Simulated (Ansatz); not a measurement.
# YAl2N3: the cost of one run

Program: Ansatz 0.2.0. Level of theory: DFT PBE, scalar-relativistic, plane waves, PAW, unless a step names another level. These are calculated values, not measurements.

4 further runs of the same task are left out: 4 set aside as unsound or not needed. Runs told in other sessions of the task aren't counted.

### 1 The formula and the candidates

Pauling electronegativities: Y 1.22, Al 1.61, N 3.04 (spread 1.82). The formula balances with common oxidation states: Al +3, Y +3, N -3. Tabulated atomic sizes suggest about 14 Å³/atom. 25 candidates were drawn, by swapping species into database cells of other compounds, at random by space group and Wyckoff sites, or by hand, as the table says:

| name | made from | space group no. | Wyckoff sites | atoms (primitive cell) | V (Å³/atom) |
| --- | --- | --- | --- | --- | --- |
| c01 | database cell of BaMn2O3 | 71 | Y 2d; Al 4j; N 2b, 4i | 6 | 13.7 |
| c02 | built by hand: LiSi2N3-type ordered wurtzite | 36 | Y 4a; Al 8b; N 8b, 4a | 12 | 12.9 |
| c03 | database cell of PrB2Rh3 | 191 | Y 1a; Al 2c; N 3g | 6 | 13.4 |
| c04 | database cell of Mn2CrSe3 | 71 | Y 2a; Al 4i; N 4j, 2d | 6 | 13.6 |
| c05 | random | 65 | Y 2d; Al 4j; N 4g, 2c | 6 | 15.3 |
| c06 | database cell of ErB2Ir3 | 12 | Y 2a; Al 4g; N 4f, 2d | 6 | 13.6 |
| c07 | built by hand: rocksalt with (111) Y-Al-Al layers | 164 | Y 1a; Al 2d; N 1b, 2d | 6 | 12.2 |
| c08 | random | 71 | Y 2d; Al 4i; N 4i, 2c | 6 | 15.9 |
| c09 | database cell of Tb2In3Cu | 25 | Y 1d; Al 1b, 1a; N 1c, 1c, 1d | 6 | 14.5 |
| c10 | random | 107 | Y 2a; Al 4b; N 2a, 4b | 6 | 14.5 |
| c11 | random | 12 | Y 2a; Al 4f; N 2b, 4e | 6 | 16.1 |
| c12 | database cell of Dy2CuAg3 | 99 | Y 1b; Al 1a, 1b; N 1a, 1a, 1b | 6 | 14.2 |
| c13 | random | 99 | Y 1a; Al 1b, 1b; N 2c, 1b | 6 | 14.6 |
| c14 | random | 139 | Y 2b; Al 4e; N 2a, 4d | 6 | 15.7 |
| c15 | random | 166 | Y 3b; Al 6c; N 9e | 6 | 16.1 |
| c16 | database cell of Zr2As3Se | 99 | Y 1a; Al 1b, 1a; N 2c, 1b | 6 | 12.8 |
| c17 | database cell of Li2PrO3 | 65 | Y 2a; Al 4j; N 2b, 4j | 6 | 13.4 |
| c18 | database cell of Li3PrBi2 | 164 | Y 1a; Al 2d; N 2d, 1b | 6 | 16.4 |
| c19 | random | 12 | Y 2b; Al 2c, 2d; N 4g, 2a | 6 | 16.4 |
| c20 | random | 139 | Y 2b; Al 4d; N 4e, 2a | 6 | 16.8 |
| c21 | built by hand: zincblende with MoPt2-type cation order | 44 | Y 2a; Al 4d; N 2b, 4d | 6 | 13.0 |
| c22 | random | 139 | Y 2a; Al 4e; N 2b, 4d | 6 | 17.1 |
| c23 | random | 191 | Y 1b; Al 2d; N 3f | 6 | 14.0 |
| c24 | built by hand: rocksalt with MoPt2-type cation order | 71 | Y 2a; Al 4i; N 4j, 2d | 6 | 12.2 |
| c25 | random | 71 | Y 2c; Al 4j; N 2a, 4h | 6 | 15.9 |

### 2 Screening run of c02

input.yaml reads:

```yaml
crystal:
  lattice:
    - [5.025, -2.9, 0.0]
    - [5.025, 2.9, 0.0]
    - [0.0, 0.0, 5.3]
  atoms:
    - { symbol: "Y", position: [0.333, 0.667, 0.0] }
    - { symbol: "Y", position: [0.667, 0.333, 0.5] }
    - { symbol: Al, position: [0.6666, 0.0, 0.0] }
    - { symbol: Al, position: [0.0, 0.3334, 0.0] }
    - { symbol: Al, position: [0.0, 0.6666, 0.5] }
    - { symbol: Al, position: [0.3334, 0.0, 0.5] }
    - { symbol: "N", position: [0.6666, 0.0, 0.365] }
    - { symbol: "N", position: [0.0, 0.3334, 0.365] }
    - { symbol: "N", position: [0.667, 0.333, 0.89] }
    - { symbol: "N", position: [0.0, 0.6666, 0.865] }
    - { symbol: "N", position: [0.3334, 0.0, 0.865] }
    - { symbol: "N", position: [0.333, 0.667, 0.39] }
basis:
  ecutwfc: 420
kpoints:
  mp_grid: { grid: [3, 3, 2] }
hamiltonian:
  xc: pbe
scf:
  occupations: { method: gaussian, width: 0.15 }
  lower_state_search: "off"
output:
  forces: true
  stress: true
  eigenvalues: true
relax:
  adjacent_minimum: "off"
  f_tol: 0.08
  max_steps: 16
  cell: { stress_tol: 0.8 }
```

On the command line:

```console
> ansatz run input.yaml --threads 1 --pin off --max-ram 2560MiB --backend cpu --events-out ev --progress --plain --runs-dir out
```

What time and memory should one allow on 1 thread of Arm Neoverse V2, shared host?

About 41 s, with a peak of 0.37 GiB.
